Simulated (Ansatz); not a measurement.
# SiO2 (1T sheet): the cost of one run

Method: DFT PBEsol, scalar-relativistic, plane waves, PAW, in Ansatz 0.2.0.

2 further runs of the same task are left out: 2 set aside as unsound or not needed.

## Step 1: The system as given

Symmetry: P-3m1, No. 164, trigonal system. Conventional cell: a = 2.679 Å, b = 2.679 Å, c = 27.624 Å, α = 90.00°, β = 90.00°, γ = 120.00°. Around Si (site symmetry -3m) lie 6 O at 1.80 Å. O (site symmetry 3m) is surrounded by 3 Si at 1.80 Å.

As a file:

```cif
data_structure
_symmetry_space_group_name_H-M 'P-3m1'
_symmetry_Int_Tables_number 164
_cell_length_a 2.6785
_cell_length_b 2.6785
_cell_length_c 27.6241
_cell_angle_alpha 90.000
_cell_angle_beta 90.000
_cell_angle_gamma 120.000
_cell_volume 171.64
loop_
_atom_site_label
_atom_site_type_symbol
_atom_site_symmetry_multiplicity
_atom_site_Wyckoff_symbol
_atom_site_fract_x
_atom_site_fract_y
_atom_site_fract_z
_atom_site_occupancy
Si1 Si 1 a 0.00000 0.00000 0.00000 1
O1 O 2 d 0.33333 0.66667 0.03303 1
```

This sheet was relaxed beforehand with the same method; its gap on the mesh is 6.84 eV.

## Step 2: Next: the zigzag ribbon, N = 5, edge spins started opposed

The ribbon is cut from the relaxed sheet, periodic along c; N counts formula units a period. The edge energy is the mean of both edges over the sheet, -581.9774 eV an atom.

The cell holds 5 Si, 10 O: a = 19.800 Å, b = 11.100 Å, c = 2.679 Å, α = 90.00°, β = 90.00°, γ = 90.00°.

## Step 3: The relaxation run

Pressure and volume refer to the whole cell with its vacuum; only the period along c may change.

The input, input.yaml:

```yaml
crystal:
  lattice:
    - [19.8, 0.0, 0.0]
    - [0.0, 11.1, 0.0]
    - [0.0, 0.0, 2.6785336935]
  atoms:
    - { symbol: Si, position: [0.2656890683, 0.5, 1.0], spin: 1.0 }
    - { symbol: Si, position: [0.3828445342, 0.5, 0.5] }
    - { symbol: Si, position: [0.5, 0.5, 0.0] }
    - { symbol: Si, position: [0.6171554658, 0.5, 0.5] }
    - { symbol: Si, position: [0.7343109317, 0.5, 0.0], spin: -1.0 }
    - { symbol: O, position: [0.2266372464, 0.582205285, 0.5], spin: 1.0 }
    - { symbol: O, position: [0.3437927122, 0.582205285, 0.0] }
    - { symbol: O, position: [0.4609481781, 0.582205285, 0.5] }
    - { symbol: O, position: [0.5781036439, 0.582205285, 0.0] }
    - { symbol: O, position: [0.6952591097, 0.582205285, 0.5] }
    - { symbol: O, position: [0.3047408903, 0.417794715, 0.5] }
    - { symbol: O, position: [0.4218963561, 0.417794715, 0.0] }
    - { symbol: O, position: [0.5390518219, 0.417794715, 0.5] }
    - { symbol: O, position: [0.6562072878, 0.417794715, 0.0] }
    - { symbol: O, position: [0.7733627536, 0.417794715, 0.5], spin: -1.0 }
basis:
  ecutwfc: 420
kpoints:
  mp_grid: { grid: [1, 1, 20] }
hamiltonian:
  xc: pbesol
scf:
  occupations: { method: gaussian, width: 0.05 }
  lower_state_search: "off"
output:
  forces: true
  stress: true
  eigenvalues: true
  populations: true
  write_density: true
  write_potential: true
  elf: true
  volumetric_format: npy
magnetization:
  spin_polarized: true
relax:
  adjacent_minimum: "off"
  f_tol: 0.02
  max_steps: 45
  cell: { fix: [a, b, alpha, beta, gamma], stress_tol: 0.03 }
```

Run with:

```bash
ansatz run input.yaml --threads 4 --pin off --max-ram 11264MiB --backend cpu --events-out ev --progress --plain --runs-dir out
```

What time and memory should one allow on 4 threads of Intel Xeon 6975P-C (Granite Rapids), shared host?

About 3.1 min, with a peak of 1.5 GiB.
